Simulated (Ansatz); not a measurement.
# YSn3: the cost of one run

Computed with Ansatz 0.2.0 (DFT PBEsol, scalar-relativistic, unless a step's input says otherwise).

## Step 1: The structure to begin with

The structure is cubic, space group Pm-3m (No. 221). The conventional cell has a = 4.666 Å, b = 4.666 Å, c = 4.666 Å, α = 90.00°, β = 90.00°, γ = 90.00°. Around Y (site symmetry m-3m) lie 12 Sn at 3.30 Å. Around Sn (site symmetry 4/mmm) lie 4 Y at 3.30 Å and 8 Sn at 3.30 Å.

As a file:

```cif
data_structure
_symmetry_space_group_name_H-M 'P 1'
_symmetry_Int_Tables_number 1
_cell_length_a 4.6660
_cell_length_b 4.6660
_cell_length_c 4.6660
_cell_angle_alpha 90.000
_cell_angle_beta 90.000
_cell_angle_gamma 90.000
_cell_volume 101.59
loop_
_atom_site_label
_atom_site_type_symbol
_atom_site_fract_x
_atom_site_fract_y
_atom_site_fract_z
_atom_site_occupancy
Y1 Y 0.00000 0.00000 0.00000 1
Sn1 Sn 0.00000 0.50000 0.50000 1
Sn2 Sn 0.50000 0.00000 0.50000 1
Sn3 Sn 0.50000 0.50000 0.00000 1
```

Atoms are numbered in the order of the input: Y1, Sn2, Sn3, Sn4.

## Step 2: After the deformation

Space group Pm-3m before, P4/mmm after.

## Step 3: Full-potential LAPW

input.yaml reads:

```yaml
crystal:
  lattice:
    - [4.666, 0.0, 0.0]
    - [0.0, 4.666, 0.0]
    - [0.0, 0.0, 4.71266]
  atoms:
    - { symbol: "Y", position: [0.0, 0.0, 0.0] }
    - { symbol: Sn, position: [0.0, 0.5, 0.5] }
    - { symbol: Sn, position: [0.5, 0.0, 0.5] }
    - { symbol: Sn, position: [0.5, 0.5, 0.0] }
kpoints:
  mp_grid: { grid: [8, 8, 8] }
  band_path:
    path:
      - [0.0, 0.0, 0.0]
      - [0.0, 0.5, 0.0]
      - [0.5, 0.5, 0.0]
      - [0.0, 0.0, 0.0]
      - [0.0, 0.0, 0.5]
      - [0.0, 0.5, 0.5]
      - [0.5, 0.5, 0.5]
      - [0.0, 0.0, 0.5]
      - [0.0, 0.5, 0.0]
    npoints: 5
scf:
  occupations: { method: fermi_dirac, width: 0.05 }
hamiltonian:
  xc: pbesol
  pseudopotentials: { kind: all_electron, lapw: { basis_error: 0.001 } }
output:
  forces: true
  stress: true
  eigenvalues: true
```

Run with:

```sh
$ ansatz run input.yaml --threads 1 --pin off --max-ram 4096MiB --backend cpu --events-out ev --progress --plain --runs-dir out
```

**Question.** How long does this run take on 1 thread of Arm Neoverse V1, shared host, and how much memory does it need?

About 1.8 min, with a peak of 0.7 GiB.
